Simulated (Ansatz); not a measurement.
Crystal: PtBr2.

```
Pt Br
1.0
     2.02759    1.17063    6.13018
    -2.02759    1.17063    6.13018
     0.00000   -2.34126    6.13018
Pt Br
1 2
Direct
  0.00000 0.00000 0.00000
  0.25200 0.25200 0.25200
  0.74800 0.74800 0.74800
```

The cell was built by a generator and needn't be a form met in nature.

Base run:

| Item | Value |
| --- | --- |
| Program | Ansatz 0.2.0 |
| Functional | LDA |
| Potentials or basis | Ansatz PAW |
| Cutoff | 420 eV |
| Density cutoff | 1680 eV |
| k mesh | 6 × 6 × 6 |
| Occupations | gaussian, width 0.05 eV |
| Spin | collinear spin, ferromagnetic start |
| Starting moments | [0.5, 0.0, 0.0] μB |
| Hubbard terms | Pt d U = 4 eV |

Its results: band gap on the k mesh 0.71 eV, indirect (least direct gap 0.92 eV); pressure -8.4 GPa; net moment 2.00 μB per cell; site moments Pt +1.16; Br +0.31 μB; largest force 1.124 eV/Å.

**Question.** The run is repeated on the same cell with these changes: hubbard terms from Pt d U = 4 eV to none; hubbard projectors from ortho-atomic (the default) to none. What comes out?

**Answer.** Band gap on the k mesh none (metal or under the smearing width); pressure -9.2 GPa; net moment 1.85 μB per cell; site moments Pt +1.03; Br +0.31 μB; largest force 1.322 eV/Å.

The U term pushes filled and empty states of the shell apart.

Caveats: the PAW data sets come from PBE, with cores solved anew for the run's functional, which leaves a small shift of forces and pressure; forces of over 1 eV/Å show positions far from the minimum, so gaps and moduli don't describe the material at rest; the magnetic or orbital state may not be the lowest (some runs); spin-orbit coupling is left out, which moves the levels of the heavy elements (some runs).

A k mesh can miss the band edges.

Not every run made on this cell is shown here.
